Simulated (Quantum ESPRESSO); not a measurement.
The system is SiC4.

```xyz
5
Lattice="-2.1882 2.1882 2.1882 2.1882 -2.1882 2.1882 2.1882 2.1882 -2.1882" Properties=species:S:1:pos:R:3 pbc="T T T"
Si    0.0000    0.0000    0.0000
C     1.0941    1.0941   -1.0941
C     1.0941   -1.0941    1.0941
C    -1.0941    1.0941    1.0941
C     1.0941    1.0941    1.0941
```

The cell was built by a generator and needn't be a form met in nature.

- Program: Quantum ESPRESSO 7.5
- Task: phonons
- Functional: revPBE
- Potentials or basis: PseudoDojo 0.4.1 SR PBE standard
- Cutoff: 1116 eV
- Density cutoff: 4463 eV
- k mesh: 9 × 9 × 9
- Occupations: cold, width 0.2 eV
- Spin: no spin polarisation
- Mixing beta: 0.5
- Most SCF iterations: 120
- SCF threshold: 1e-09 Ry

The cell and the atoms were relaxed first, to 8.48 Å³/atom (a = 3.804 Å, b = 3.804 Å, c = 3.804 Å, α = 109.47°, β = 109.47°, γ = 109.47°), and the response was taken there.

Q: Where do the zone-centre optical modes lie?

A: T1u at 568i cm⁻¹ (IR); T2u at 509i cm⁻¹ (silent); Eu at 375 cm⁻¹ (silent); A2u at 771 cm⁻¹ (silent); T1u at 857 cm⁻¹ (IR). Imaginary frequencies mark an instability of this cell.

Optical modes at Γ, degenerate ones joined:
| cm⁻¹ | components | symmetry | active in |
| --- | --- | --- | --- |
| 568i | 3 | T1u | IR |
| 509i | 3 | T2u | silent |
| 375 | 2 | Eu | silent |
| 771 | 1 | A2u | silent |
| 857 | 3 | T1u | IR |

Caveat: the potentials were made for another functional, which shifts forces and pressure; some modes are imaginary.
